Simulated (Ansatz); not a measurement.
# GeMe(OiPr)3 (C₁₀H₂₄GeO₃): geometry, orbitals and charge

What does GeMe(OiPr)3 (C₁₀H₂₄GeO₃) look like as a singlet, and where do its frontier electrons sit?

Computed with Ansatz 0.2.0, Gaussian basis. Level: RKS PBE0-D4/def2-TZVP.

Levels to be run: relaxation at r2SCAN-D4/def2-SVP; a single point at PBE0-D4/def2-TZVP.

### Step 1. Starting geometry

38 atoms, charge 0, spin multiplicity 1.

Atoms are counted from 1 here; the program's logs count them from 0.

Bond lengths: Ge1–C2 1.987 Å, Ge1–O6 1.754 Å, Ge1–O17 1.782 Å, Ge1–O28 1.749 Å, C2–H3 1.086 Å, C2–H4 1.084 Å, C2–H5 1.084 Å, O6–C7 1.421 Å, C7–C8 1.525 Å, C7–C9 1.525 Å, C7–H10 1.098 Å, C8–H11 1.087 Å, C8–H12 1.087 Å, C8–H13 1.087 Å, C9–H14 1.088 Å, C9–H15 1.088 Å, C9–H16 1.087 Å, O17–C18 1.416 Å and more. Angles: C2–Ge1–O6 105.0°, C2–Ge1–O17 112.2°, C2–Ge1–O28 116.4°, O6–Ge1–O17 113.8°, O6–Ge1–O28 105.3°, O17–Ge1–O28 104.3°, Ge1–C2–H3 110.6°, Ge1–C2–H4 109.4°, Ge1–C2–H5 109.5°, H3–C2–H4 109.3°, H3–C2–H5 109.2°, H4–C2–H5 108.8°, Ge1–O6–C7 127.0°, O6–C7–C8 107.1°, O6–C7–C9 110.9°, O6–C7–H10 109.0°, C8–C7–C9 111.6°, C8–C7–H10 109.4° and more.

As a file:

```mol
C10H24GeO3
  3D, bonds by distance, orders not assigned

 38 37  0  0  0  0  0  0  0  0999 V2000
    0.2111   -0.1730    1.0269 Ge  0  0
    0.5676    0.1171    2.9597 C   0  0
   -0.2546    0.6539    3.4226 H   0  0
    1.4811    0.6898    3.0758 H   0  0
    0.6902   -0.8404    3.4519 H   0  0
    1.7629   -0.6208    0.3423 O   0  0
    1.9894   -1.3741   -0.8417 C   0  0
    3.4266   -1.8814   -0.7817 C   0  0
    1.7469   -0.5225   -2.0829 C   0  0
    1.3018   -2.2296   -0.8578 H   0  0
    4.1132   -1.0387   -0.7547 H   0  0
    3.6446   -2.4941   -1.6525 H   0  0
    3.5715   -2.4740    0.1176 H   0  0
    0.7233   -0.1530   -2.0683 H   0  0
    2.4264    0.3268   -2.0880 H   0  0
    1.9032   -1.1136   -2.9821 H   0  0
   -0.5298    1.2538    0.2577 O   0  0
   -0.1592    2.6087    0.4342 C   0  0
   -1.3137    3.4590   -0.0901 C   0  0
    1.1406    2.9225   -0.2985 C   0  0
   -0.0196    2.8167    1.5056 H   0  0
   -1.4626    3.2615   -1.1487 H   0  0
   -1.0973    4.5146    0.0505 H   0  0
   -2.2292    3.2082    0.4395 H   0  0
    1.9290    2.2689    0.0687 H   0  0
    1.0132    2.7485   -1.3641 H   0  0
    1.4258    3.9587   -0.1347 H   0  0
   -0.8682   -1.4896    0.6255 O   0  0
   -2.2734   -1.4530    0.4050 C   0  0
   -2.8100   -2.8506    0.6996 C   0  0
   -2.5757   -1.0266   -1.0272 C   0  0
   -2.7380   -0.7337    1.0919 H   0  0
   -2.3512   -3.5680    0.0236 H   0  0
   -3.8886   -2.8727    0.5684 H   0  0
   -2.5680   -3.1356    1.7205 H   0  0
   -2.1562   -0.0384   -1.1981 H   0  0
   -2.1231   -1.7286   -1.7245 H   0  0
   -3.6500   -0.9962   -1.1920 H   0  0
  1  2  8  0
  1  6  8  0
  1 17  8  0
  1 28  8  0
  2  3  8  0
  2  4  8  0
  2  5  8  0
  6  7  8  0
  7  8  8  0
  7  9  8  0
  7 10  8  0
  8 11  8  0
  8 12  8  0
  8 13  8  0
  9 14  8  0
  9 15  8  0
  9 16  8  0
 17 18  8  0
 18 19  8  0
 18 20  8  0
 18 21  8  0
 19 22  8  0
 19 23  8  0
 19 24  8  0
 20 25  8  0
 20 26  8  0
 20 27  8  0
 28 29  8  0
 29 30  8  0
 29 31  8  0
 29 32  8  0
 30 33  8  0
 30 34  8  0
 30 35  8  0
 31 36  8  0
 31 37  8  0
 31 38  8  0
M  END
```

The start is a GFN2-xTB geometry.

### Step 2. Relaxation at r2SCAN-D4/def2-SVP

Contents of in.yaml:

```yaml
crystal:
  periodic: [false, false, false]
  atoms:
    - {symbol: Ge, position_ang: [0.211060, -0.173030, 1.026860]}
    - {symbol: C, position_ang: [0.567630, 0.117090, 2.959690]}
    - {symbol: H, position_ang: [-0.254640, 0.653860, 3.422580]}
    - {symbol: H, position_ang: [1.481120, 0.689780, 3.075770]}
    - {symbol: H, position_ang: [0.690150, -0.840430, 3.451860]}
    - {symbol: O, position_ang: [1.762890, -0.620820, 0.342350]}
    - {symbol: C, position_ang: [1.989440, -1.374130, -0.841650]}
    - {symbol: C, position_ang: [3.426640, -1.881390, -0.781680]}
    - {symbol: C, position_ang: [1.746900, -0.522550, -2.082950]}
    - {symbol: H, position_ang: [1.301810, -2.229600, -0.857750]}
    - {symbol: H, position_ang: [4.113210, -1.038690, -0.754680]}
    - {symbol: H, position_ang: [3.644610, -2.494130, -1.652470]}
    - {symbol: H, position_ang: [3.571510, -2.473960, 0.117550]}
    - {symbol: H, position_ang: [0.723270, -0.152980, -2.068260]}
    - {symbol: H, position_ang: [2.426440, 0.326800, -2.088000]}
    - {symbol: H, position_ang: [1.903230, -1.113600, -2.982080]}
    - {symbol: O, position_ang: [-0.529780, 1.253800, 0.257750]}
    - {symbol: C, position_ang: [-0.159170, 2.608680, 0.434210]}
    - {symbol: C, position_ang: [-1.313710, 3.458970, -0.090130]}
    - {symbol: C, position_ang: [1.140600, 2.922520, -0.298490]}
    - {symbol: H, position_ang: [-0.019620, 2.816700, 1.505620]}
    - {symbol: H, position_ang: [-1.462620, 3.261490, -1.148700]}
    - {symbol: H, position_ang: [-1.097330, 4.514570, 0.050550]}
    - {symbol: H, position_ang: [-2.229180, 3.208220, 0.439530]}
    - {symbol: H, position_ang: [1.929000, 2.268910, 0.068680]}
    - {symbol: H, position_ang: [1.013200, 2.748480, -1.364060]}
    - {symbol: H, position_ang: [1.425800, 3.958660, -0.134660]}
    - {symbol: O, position_ang: [-0.868250, -1.489590, 0.625480]}
    - {symbol: C, position_ang: [-2.273360, -1.453010, 0.404960]}
    - {symbol: C, position_ang: [-2.809990, -2.850640, 0.699640]}
    - {symbol: C, position_ang: [-2.575730, -1.026630, -1.027240]}
    - {symbol: H, position_ang: [-2.737960, -0.733740, 1.091940]}
    - {symbol: H, position_ang: [-2.351210, -3.568050, 0.023600]}
    - {symbol: H, position_ang: [-3.888630, -2.872740, 0.568350]}
    - {symbol: H, position_ang: [-2.567980, -3.135590, 1.720540]}
    - {symbol: H, position_ang: [-2.156230, -0.038400, -1.198100]}
    - {symbol: H, position_ang: [-2.123130, -1.728590, -1.724540]}
    - {symbol: H, position_ang: [-3.650010, -0.996210, -1.192040]}
basis:
  gaussian: {orbitals: def2-SVP}
hamiltonian: {xc: r2scan, dispersion: d4}
scf: {lower_state_search: "off"}
output: {orbitals: {seedname: orbitals}}
relax: {f_tol: 0.03, max_steps: 70}
```

The run is started by

```bash
ansatz run in.yaml --threads 2 --pin off --events-out ev --progress --plain --max-ram 22528MiB --backend cuda --devices 0, --max-vram 18GiB
```

After this run come: Single point, PBE0-D4/def2-TZVP.

Q: Predict the results of all the runs planned. Wanted: point group; commonest bond, hydrogen aside; HOMO, LUMO at PBE0-D4/def2-TZVP; dipole at r2SCAN-D4/def2-SVP.

As calculated:

```
                       quantity                          value
                    point group                             C1
 commonest bond, hydrogen aside  C–C, 6 of mean length 1.521 Å
HOMO, LUMO at PBE0-D4/def2-TZVP                 -7.60, 0.57 eV
   dipole at r2SCAN-D4/def2-SVP                         1.55 D
```

What this shows: The molecule keeps its bonding pattern by the stored test; the atoms moved 0.36 Å (rms). No usable vibrations, so a minimum isn't proven. The HOMO lies nearest to O6 40 %; O17 23 % and the LUMO to H3 12 %; H4, H5 about 9 % each. The point group is read from a loosely relaxed geometry; soft torsions can leave it below the true symmetry.
